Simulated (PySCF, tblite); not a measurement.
# C4H9B2NSi: geometry, infrared bands and NMR shifts

Aim: predict the infrared bands and NMR shifts of C4H9B2NSi (`NB1C=CB([SiH3])C=C1`).

The runs use tblite 0.8.0 and PySCF 2.14.0, with density-fitted response routines of our own; the level of theory stands in each step. All values are computed, except where a source is named. Atoms count from 0, in the outputs and in this text.

**1. The starting structure**

17 atoms, charge 0, multiplicity 1; geometry from: force field or distance geometry start.

Bonds of the start (Å): N0–B1 1.53, B1–C2 1.56, C2–C3 1.32, C3–B4 1.59, B4–Si5 1.96, B4–C6 1.56, C6–C7 1.32, C7–B1 1.59, N0–H8 1.07, N0–H9 1.06, C2–H10 1.10, C3–H11 1.08, Si5–H12 1.46, Si5–H13 1.46, Si5–H14 1.50, C6–H15 1.09, C7–H16 1.10.

**2. Optimising the geometry with GFN2-xTB**

What the job is given:

```
{"job": {"kind": "relax", "xc": "GFN2-xTB", "basis": "xTB"}, "charge": 0, "multiplicity": 1}
N     -3.210300     0.015200    -0.203100
B     -1.795900    -0.554800    -0.165500
C     -0.866500    -0.462100    -1.415400
C      0.448100    -0.342500    -1.357600
B      1.210700    -0.315500     0.038400
Si     2.949000     0.582100     0.132900
C      0.293700    -0.411900     1.295700
C     -1.023700    -0.518600     1.224800
H     -3.592200     0.071200     0.792400
H     -3.165300     1.031500    -0.512800
H     -1.372700    -0.482100    -2.395900
H      1.006300    -0.288200    -2.278500
H      3.688200     0.243100     1.346500
H      3.668600     0.381800    -1.119300
H      2.621900     2.044600     0.183200
H      0.763400    -0.393800     2.284600
H     -1.630100    -0.587900     2.139700
```

Launch:

```bash
$ OMP_NUM_THREADS=1 python probes_run.py task.json out
```

One launch serves the whole session: the jobs run in the order shown.

**Question.** This job is followed by: GFN2-xTB harmonic vibrations, gas phase; GIAO PBE0/pcSseg-1 NMR shielding, non-relativistic, gas phase. Predict these results of the whole session: strongest single infrared mode (GFN2-xTB); zero-point energy (GFN2-xTB); ¹³C shifts against TMS (PBE0/pcSseg-1, means over atoms taken as alike); ¹H shifts against TMS (PBE0/pcSseg-1, means over atoms taken as alike); ¹⁵N shifts against NH3 (PBE0/pcSseg-1); ¹¹B shifts against BF3·OEt2 (PBE0/pcSseg-1); ²⁹Si shifts against TMS (PBE0/pcSseg-1).

**Answer**, as computed:

| quantity | value |
| --- | --- |
| strongest single infrared mode (GFN2-xTB) | 2168 cm⁻¹, 485 km/mol |
| zero-point energy (GFN2-xTB) | 76.0 kcal/mol |
| ¹³C shifts against TMS (PBE0/pcSseg-1, means over atoms taken as alike) | 168.0, 156.7 ppm |
| ¹H shifts against TMS (PBE0/pcSseg-1, means over atoms taken as alike) | 8.17, 6.95, 4.19, 3.59 ppm |
| ¹⁵N shifts against NH3 (PBE0/pcSseg-1) | 114.2 ppm |
| ¹¹B shifts against BF3·OEt2 (PBE0/pcSseg-1) | 77.5, 26.8 ppm |
| ²⁹Si shifts against TMS (PBE0/pcSseg-1) | -112.8 ppm |

What this shows: Over 102 steps the energy fell by 1.261 eV; of the close pairs, N0–B1 changed most, 1.525 to 1.388 Å. The lowest mode is slightly imaginary (14i cm⁻¹), a soft motion within the noise of the Hessian, so the minimum is not strictly shown. GFN2-xTB is a fitted tight-binding method: band positions and strengths are rough. Its intensities can rank the bands wrongly. At PBE0/pcSseg-1: The widest tensor belongs to C3, C6: span 274 ppm, with a paramagnetic part of -238 ppm.
